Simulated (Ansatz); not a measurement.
# C2H6BBr: one species, many methods

The task here is to estimate one member of a computed series from the others.

Program: Ansatz 0.2.0, Gaussian basis. Level of theory: functionals in def2-TZVPP, the program's frozen cores in correlated methods. These are calculated values, not measurements.

Plan: PBE-D4, r2SCAN-D4, PBE0-D4, B3LYP-D4, ωB97X-V, ωB97M-V, B2PLYP; CCSD(T)/def2-TZVPP; MP2/def2-QZVPP; extrapolation to the limit.

## The relaxed structure

All runs share one geometry, relaxed beforehand with PBE0-D4 in a triple-zeta def2 set.

10 atoms, charge 0, spin multiplicity 1.

Atoms are counted from 1 here; the program's logs count them from 0.

Bond lengths: B1–C2 1.555 Å, B1–H5 1.196 Å, B1–H6 1.197 Å, C2–C3 1.509 Å, C2–H7 1.095 Å, C2–H8 1.108 Å, C3–Br4 1.953 Å, C3–H9 1.088 Å, C3–H10 1.089 Å. Angles: C2–B1–H5 119.9°, C2–B1–H6 120.9°, H5–B1–H6 119.1°, B1–C2–C3 116.9°, B1–C2–H7 112.1°, B1–C2–H8 103.0°, C3–C2–H7 111.0°, C3–C2–H8 108.5°, H7–C2–H8 104.1°, C2–C3–Br4 110.4°, C2–C3–H9 113.7°, C2–C3–H10 112.2°, Br4–C3–H9 105.2°, Br4–C3–H10 105.2°, H9–C3–H10 109.6°.

Coordinates:

```mol
C2H6BBr
  3D, bonds by distance, orders not assigned

 10  9  0  0  0  0  0  0  0  0999 V2000
   -1.1558    0.8511   -0.2082 B   0  0
   -0.3556   -0.4806   -0.1333 C   0  0
    1.0664   -0.3963    0.3654 C   0  0
    2.1680    0.6186   -0.8874 Br  0  0
   -2.1930    0.8913   -0.8030 H   0  0
   -0.7881    1.8226    0.3872 H   0  0
   -0.4115   -1.0478   -1.0680 H   0  0
   -0.9439   -1.0858    0.5844 H   0  0
    1.5562   -1.3639    0.4557 H   0  0
    1.1405    0.1397    1.3100 H   0  0
  1  2  8  0
  2  3  8  0
  3  4  8  0
  1  5  8  0
  1  6  8  0
  2  7  8  0
  2  8  8  0
  3  9  8  0
  3 10  8  0
M  END
```

The first run:

in.yaml reads:

```yaml
crystal:
  periodic: [false, false, false]
  atoms:
    - {symbol: B, position_ang: [-1.155765, 0.851129, -0.208184]}
    - {symbol: C, position_ang: [-0.355631, -0.480648, -0.133257]}
    - {symbol: C, position_ang: [1.066372, -0.396297, 0.365444]}
    - {symbol: Br, position_ang: [2.168007, 0.618575, -0.887401]}
    - {symbol: H, position_ang: [-2.193049, 0.891266, -0.803039]}
    - {symbol: H, position_ang: [-0.788135, 1.822599, 0.387231]}
    - {symbol: H, position_ang: [-0.411473, -1.047847, -1.067964]}
    - {symbol: H, position_ang: [-0.943876, -1.085823, 0.584448]}
    - {symbol: H, position_ang: [1.556177, -1.363871, 0.455736]}
    - {symbol: H, position_ang: [1.140473, 0.139717, 1.309986]}
basis:
  gaussian: {orbitals: def2-TZVPP}
hamiltonian: {xc: pbe, dispersion: d4}
output: {forces: true, orbitals: {seedname: orbitals}}
```

On the command line:

```
> ansatz run in.yaml --threads 4 --pin off --events-out ev --progress --plain --max-ram 10444MiB
```

Steps of the session up to this table: PBE-D4 (GGA); r2SCAN-D4 (meta-GGA); PBE0-D4 (hybrid); B3LYP-D4 (hybrid); ωB97X-V (range-separated); ωB97M-V (range-separated); B2PLYP (double hybrid); CCSD(T) in def2-TZVPP; MP2 in def2-QZVPP.

One table of the session follows, with a row left open; its other results are not shown here.

```
            method  atomisation energy (kcal/mol)
            PBE-D4                          865.1
         r2SCAN-D4                          855.3
           PBE0-D4                          856.9
          B3LYP-D4                          852.0
           ωB97X-V                          851.8
           ωB97M-V                          852.7
            B2PLYP                          843.3
     HF/def2-TZVPP                          650.0
    MP2/def2-TZVPP                          841.9
   CCSD/def2-TZVPP                              ?
CCSD(T)/def2-TZVPP                          831.6
           MP2/CBS                          860.4
       CCSD(T)/CBS                          850.1
```

Q: Estimate the row for CCSD/def2-TZVPP from the others.

As computed: atomisation energy (kcal/mol): 821.4. In the column «atomisation energy (kcal/mol)» it lies between HF/def2-TZVPP (650.0) and CCSD(T)/def2-TZVPP (831.6).

To keep in mind: Free atoms (1 B, 2 C, 1 Br, 6 H) were run apart at each level; the atomisation energy is their sum less the molecule, without zero-point or spin-orbit terms.
